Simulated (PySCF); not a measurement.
# Changing the system itself: Se²⁺ (triplet)

One physical setting of the base script is moved in each run, with the edits that it forces.

Program: PySCF 2.14.0. Level of theory: method and basis as typed in the scripts. These are calculated values, not measurements.

1 further run of the same task is left out (it didn't finish).

## Step 1: The atom

Se²⁺ (triplet): 1 atom, charge 2, spin multiplicity 3.

## Step 2: The base run

The input, input.py:

```python
from pyscf import gto, scf

mol = gto.M(
    atom='Se 0 0 0',
    basis='jorge-tzp-dkh',
    charge=2,
    spin=2,
    verbose=3,
)
mf = scf.UHF(mol)
mf = mf.sfx2c1e()
mf.kernel()
mf.dip_moment()
print('orbital energies (hartree):', [e[max(0, n-3):n+3].round(4) for e, n in zip(mf.mo_energy, mol.nelec)])
```

Command:

```
$ OMP_NUM_THREADS=1 python input.py
```

Its log is not repeated here.

In short: E(SCF) = -2426.944985 Eh, ⟨S²⟩ = 2.002.

The triplet is typed in the script; nothing here shows that it is the ground state.

## Step 3: Singlet

Edit 1 changes spin (2S): 2 → 0.

The input, input.py:

```python
from pyscf import gto, scf

mol = gto.M(
    atom='Se 0 0 0',
    basis='jorge-tzp-dkh',
    charge=2,
    spin=0,
    verbose=3,
)
mf = scf.UHF(mol)
mf = mf.sfx2c1e()
mf.kernel()
mf.dip_moment()
print('orbital energies (hartree):', [e[max(0, n-3):n+3].round(4) for e, n in zip(mf.mo_energy, mol.nelec)])
```

Command:

```
$ OMP_NUM_THREADS=1 python input.py
```

## Step 4: Quintet

Edit 2 changes spin (2S): 2 → 4.

input.py, as its differences from that of step 2:

```diff
@@ -6,3 +6,3 @@
     charge=2,
-    spin=2,
+    spin=4,
     verbose=3,
```

## Step 5: PCM, ε = 78.36

Edit 3 changes solvent: none (gas phase) → PCM, ε = 78.36.

input.py, as its differences from that of step 2:

```diff
@@ -1,2 +1,2 @@
-from pyscf import gto, scf
+from pyscf import gto, scf, solvent
 
@@ -11,2 +11,4 @@
 mf = mf.sfx2c1e()
+mf = solvent.PCM(mf)
+mf.with_solvent.eps = 78.36
 mf.kernel()
```

## Step 6: Electric field 0.001 a.u.

Edit 4 changes electric field: none → 0.001 a.u.

input.py, as its differences from that of step 2:

```diff
@@ -11,2 +11,7 @@
 mf = mf.sfx2c1e()
+field = 0.001  # electric field along z, atomic units
+h = mf.get_hcore() + field*mol.intor('int1e_r')[2]
+mf.get_hcore = lambda *args: h
+e_nuc = mol.energy_nuc() - field*mol.atom_charges() @ mol.atom_coords()[:, 2]
+mf.energy_nuc = lambda *args: e_nuc
 mf.kernel()
```

## Step 7: Charge +3 (quartet)

Edit 5 changes charge: 2 → 3; spin (2S): 2 → 3.

input.py, as its differences from that of step 2:

```diff
@@ -5,4 +5,4 @@
     basis='jorge-tzp-dkh',
-    charge=2,
-    spin=2,
+    charge=3,
+    spin=3,
     verbose=3,
```

**Question.** What will these runs give? Wanted: for each run, E(SCF); from base; gap, α spin.

**Answer**, as computed:

| run | E(SCF) (hartree) | from base (eV) | gap, α spin (eV) |
| --- | --- | --- | --- |
| base | -2426.944985 | 0 | 10.99 |
| singlet | -2426.857529 | +2.3798 | 9.21 |
| quintet | -2426.713661 | +6.2946 | 28.22 |
| PCM, ε = 78.36 | -2427.405128 | -12.5211 | 11.06 |
| electric field 0.001 a.u. | -2426.944988 | not comparable | 10.99 |
| charge +3 (quartet) | -2425.507283 | +39.1219 | 11.66 |

The largest comparable shift of the SCF energy, -12.521 eV, comes with the run “PCM, ε = 78.36”. The singlet solution found lies 2.38 eV above the base triplet at this geometry and level. The quintet solution found lies 6.29 eV above the base triplet at this geometry and level. A continuum solvent with ε = 78.36 lowers the energy by 12.521 eV, a large gain because the system is charged. At the SCF level, going to the quartet with one electron fewer costs 39.12 eV at fixed geometry, which need not be the lowest ionisation.
